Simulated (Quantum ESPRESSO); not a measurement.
# MoPd under changes of volume

One of the cells (15.434 Å³/atom); the others are scaled copies at fixed shape and fractional positions:

```
CELL_PARAMETERS angstrom
2.79390 0.00000 0.00000
-1.39695 2.41958 0.00000
0.00000 0.00000 4.56637
ATOMIC_POSITIONS crystal
Pd 0.33333 0.66667 0.00000
Mo 0.66667 0.33333 0.50000
```

The cell comes from a database or a generator and needn't be the stable form of this composition.

- Program: Quantum ESPRESSO 7.5
- Functional: r2SCAN
- Potentials or basis: SG15 PBE 1.2
- Cutoff: 952 eV
- Density cutoff: 3810 eV
- k mesh: 7 × 7 × 4
- Occupations: fermi-dirac, width 0.05 eV
- Spin: no spin polarisation

| volume (Å³/atom) | energy over the lowest point (meV/atom) | pressure (GPa) |
| --- | --- | --- |
| 14.508 | 11.62 | 8.7 |
| 14.817 | 0.60 | 2.9 |
| 15.126 | 0.00 | -2.2 |
| 15.434 | 8.67 | -6.7 |
| 15.743 | ? | ? |
| 16.052 | 49.83 | -14.4 |
| 16.361 | 80.56 | -17.5 |

Question: What does the run at 15.743 Å³/atom give?

Answer: Energy over the lowest point 25.59 meV/atom; pressure -10.8 GPa.

Worked out: A Birch-Murnaghan fit of order 3 (a polynomial in V^(-2/3)) to the other rows has its minimum at 14.99 Å³/atom with B0 = V·E''(V) = 246 GPa and B' = 4.8 at fixed shape and positions, which overstates the stiffness. It gives 25.59 meV/atom at 15.743 Å³/atom, against the run's 25.59, and -dE/dV = -10.7 GPa, against -10.8.

Energies are extrapolated to zero smearing.

Caveats: all runs use coarse meshes; the potentials were made for another functional, which shifts forces and pressure.
